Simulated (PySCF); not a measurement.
# Yb²⁺: excitation energy in x2c-TZVPPall

Each state of ytterbium is computed at each level; their differences give the excitation energy. How far do the methods differ?

The numbers are computed with PySCF 2.14.0 (unrestricted determinants in a Gaussian basis, no spin-orbit coupling in the energies), except any that are marked as measured or tabulated.

## 1. What is computed

- Element: ytterbium (Z = 70)
- Basis: x2c-TZVPPall (11s7p7d4f2g, 113 functions)
- Hamiltonian: scalar relativity by spin-free X2C-1e
- State 1: Yb²⁺: [Xe] 4f13 6s1, high-spin 3F determinant (an excited configuration)
- Needed too, but not shown: Yb²⁺ [Xe] 4f14 (1S)
- Methods: UHF, LDA, PBE, PBE0, r2SCAN, MP2
- Core shells frozen in the correlated runs: valence: [Kr] 4d10; valence and next inner shell: [Ar] 3d10 (for Yb²⁺)

The outer shells:

Yb2+ [Xe] 4f13 6s1
```
[Xe] core
4f [↑↓][↑↓][↑↓][↑↓][↑↓][↑↓][↑ ]
6s [↑ ]
```

One driver process ran all states and methods and kept the integrals in memory. Each run is shown as a PySCF script that sums up its settings (the driver passes frozen orbitals as a list and adds second-order terms of double hybrids); the logs are those of the runs themselves. The driver starts from symmetry-adapted Hartree-Fock orbitals, holds the occupation by maximum overlap and uses a logarithmic radial grid for functionals, so a plain start would take other cycles.

The integrals over 113 functions and the set-up took 17 s of CPU time.

## 2. Yb²⁺ [Xe] 4f13 6s1

Level: UHF.

File input.py:

```python
from pyscf import gto, scf, dft, mp, cc
import basis_set_exchange as bse
mol = gto.M(atom="Yb 0 0 0", charge=2, spin=2, symmetry="D2h",
            basis=gto.basis.parse(bse.get_basis("x2c-TZVPPall", elements=["Yb"], fmt="nwchem")),
            nucmod="G")
mf = scf.UHF(mol).sfx2c1e()
mf.irrep_nelec = {'Ag': (10, 9), 'B1g': (2, 2), 'B2g': (2, 2), 'B3g': (2, 2), 'Au': (1, 1), 'B1u': (6, 6), 'B2u': (6, 6), 'B3u': (6, 5)}
mf.kernel()
```

Level: LDA.

Changes to input.py:

```diff
@@ -5,3 +5,3 @@
             nucmod="G")
-mf = scf.UHF(mol).sfx2c1e()
+mf = dft.UKS(mol, xc="LDA,VWN").sfx2c1e()
 mf.irrep_nelec = {'Ag': (10, 9), 'B1g': (2, 2), 'B2g': (2, 2), 'B3g': (2, 2), 'Au': (1, 1), 'B1u': (6, 6), 'B2u': (6, 6), 'B3u': (6, 5)}
```

Level: PBE.

Changes to input.py:

```diff
@@ -5,3 +5,3 @@
             nucmod="G")
-mf = dft.UKS(mol, xc="LDA,VWN").sfx2c1e()
+mf = dft.UKS(mol, xc="PBE").sfx2c1e()
 mf.irrep_nelec = {'Ag': (10, 9), 'B1g': (2, 2), 'B2g': (2, 2), 'B3g': (2, 2), 'Au': (1, 1), 'B1u': (6, 6), 'B2u': (6, 6), 'B3u': (6, 5)}
```

Level: PBE0.

Changes to input.py:

```diff
@@ -5,3 +5,3 @@
             nucmod="G")
-mf = dft.UKS(mol, xc="PBE").sfx2c1e()
+mf = dft.UKS(mol, xc="PBE0").sfx2c1e()
 mf.irrep_nelec = {'Ag': (10, 9), 'B1g': (2, 2), 'B2g': (2, 2), 'B3g': (2, 2), 'Au': (1, 1), 'B1u': (6, 6), 'B2u': (6, 6), 'B3u': (6, 5)}
```

Level: r2SCAN.

Changes to input.py:

```diff
@@ -5,3 +5,3 @@
             nucmod="G")
-mf = dft.UKS(mol, xc="PBE0").sfx2c1e()
+mf = dft.UKS(mol, xc="R2SCAN").sfx2c1e()
 mf.irrep_nelec = {'Ag': (10, 9), 'B1g': (2, 2), 'B2g': (2, 2), 'B3g': (2, 2), 'Au': (1, 1), 'B1u': (6, 6), 'B2u': (6, 6), 'B3u': (6, 5)}
```

Level: MP2 (valence).

Changes to input.py:

```diff
@@ -5,4 +5,5 @@
             nucmod="G")
-mf = dft.UKS(mol, xc="R2SCAN").sfx2c1e()
+mf = scf.UHF(mol).sfx2c1e()
 mf.irrep_nelec = {'Ag': (10, 9), 'B1g': (2, 2), 'B2g': (2, 2), 'B3g': (2, 2), 'Au': (1, 1), 'B1u': (6, 6), 'B2u': (6, 6), 'B3u': (6, 5)}
 mf.kernel()
+mp.UMP2(mf, frozen=23).kernel()
```

Level: MP2 (valence and next inner shell).

Changes to input.py:

```diff
@@ -8,2 +8,2 @@
 mf.kernel()
-mp.UMP2(mf, frozen=23).kernel()
+mp.UMP2(mf, frozen=14).kernel()
```

Before running it: what results should come out?

The runs gave:

| quantity | value |
| --- | --- |
| excitation energy, Yb²⁺ → [Xe] 4f13 6s1 | UHF 0.918, MP2 (valence and next inner shell) 6.553 eV |

In words: The methods span 5.636 eV, from UHF (0.918) to MP2 (valence and next inner shell) (6.553). No reference value is at hand in this session. The basis is finite, and no extrapolation was made.
